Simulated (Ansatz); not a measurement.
# CH₆S₃Si: up Jacob's ladder to CCSD(T)

One table from this session's results is given with a row withheld; the runs are named, their logs left out.

Computed with Ansatz 0.2.0, Gaussian basis. Level: functionals in def2-TZVPP, the program's frozen cores in correlated methods.

Levels to be run: PBE-D4, r2SCAN-D4, PBE0-D4, B3LYP-D4, ωB97X-V, ωB97M-V, B2PLYP; CCSD(T)/def2-TZVPP; MP2/def2-QZVPP; extrapolation to the limit.

## The geometry

An earlier PBE0-D4 in a triple-zeta def2 set relaxation fixed the geometry.

11 atoms, charge 0, spin multiplicity 1.

Atoms are counted from 1 here; the program's logs count them from 0.

Bond lengths: S1–C2 1.810 Å, S1–H6 1.343 Å, C2–Si3 1.881 Å, C2–H7 1.092 Å, C2–H8 1.092 Å, Si3–S4 2.148 Å, Si3–H9 1.485 Å, Si3–H10 1.482 Å, S4–S5 2.064 Å, S5–H11 1.346 Å. Angles: C2–S1–H6 97.8°, S1–C2–Si3 108.8°, S1–C2–H7 110.8°, S1–C2–H8 110.3°, Si3–C2–H7 110.1°, Si3–C2–H8 108.0°, H7–C2–H8 108.9°, C2–Si3–S4 106.4°, C2–Si3–H9 110.7°, C2–Si3–H10 110.8°, S4–Si3–H9 109.4°, S4–Si3–H10 109.7°, H9–Si3–H10 109.9°, Si3–S4–S5 96.4°, S4–S5–H11 98.0°.

Coordinates:

```
S    -0.5983    1.7858    1.9567
C    -1.0699    0.6172    0.6577
Si    0.4791   -0.2431    0.0263
S    -0.1095   -1.3544   -1.7145
S     1.7291   -2.2255   -2.0632
H    -1.8316    2.0569    2.4145
H    -1.5730    1.1332   -0.1632
H    -1.7400   -0.1463    1.0592
H     1.5147    0.7514   -0.3511
H     1.0197   -1.1688    1.0493
H     2.2451   -1.2633   -2.8511
```

The first run:

Input file in.yaml:

```yaml
crystal:
  periodic: [false, false, false]
  atoms:
    - {symbol: S, position_ang: [-0.598321, 1.785784, 1.956738]}
    - {symbol: C, position_ang: [-1.069893, 0.617157, 0.657693]}
    - {symbol: Si, position_ang: [0.479125, -0.243108, 0.026337]}
    - {symbol: S, position_ang: [-0.109502, -1.354365, -1.714487]}
    - {symbol: S, position_ang: [1.729111, -2.225471, -2.063222]}
    - {symbol: H, position_ang: [-1.831599, 2.056946, 2.414499]}
    - {symbol: H, position_ang: [-1.572998, 1.133164, -0.163203]}
    - {symbol: H, position_ang: [-1.740031, -0.146285, 1.059185]}
    - {symbol: H, position_ang: [1.514728, 0.751400, -0.351137]}
    - {symbol: H, position_ang: [1.019678, -1.168831, 1.049251]}
    - {symbol: H, position_ang: [2.245102, -1.263291, -2.851054]}
basis:
  gaussian: {orbitals: def2-TZVPP}
hamiltonian: {xc: pbe, dispersion: d4}
output: {forces: true, orbitals: {seedname: orbitals}}
```

Run with:

```bash
$ ansatz run in.yaml --threads 4 --pin off --events-out ev --progress --plain --max-ram 10444MiB
```

Among the steps run: PBE-D4 (GGA); r2SCAN-D4 (meta-GGA); PBE0-D4 (hybrid); B3LYP-D4 (hybrid); ωB97X-V (range-separated); ωB97M-V (range-separated); B2PLYP (double hybrid); CCSD(T) in def2-TZVPP; MP2 in def2-QZVPP.

One table of the session follows, with a row left open; its other results are not shown here.

```
            method  atomisation energy (eV)
            PBE-D4                   36.336
         r2SCAN-D4                   35.961
           PBE0-D4                   35.848
          B3LYP-D4                   35.640
           ωB97X-V                   36.132
           ωB97M-V                        ?
            B2PLYP                   35.078
     HF/def2-TZVPP                   25.306
    MP2/def2-TZVPP                   34.971
   CCSD/def2-TZVPP                   34.015
CCSD(T)/def2-TZVPP                   34.639
           MP2/CBS                   36.176
       CCSD(T)/CBS                   35.844
```

Q: Estimate the row for ωB97M-V from the others.

**Answer.** atomisation energy (eV): 36.117. In the column «atomisation energy (eV)» it lies between r2SCAN-D4 (35.961) and ωB97X-V (36.132).

Limits of these values: Free atoms (3 S, 1 C, 1 Si, 6 H) were run apart at each level; the atomisation energy is their sum less the molecule, without zero-point or spin-orbit terms.
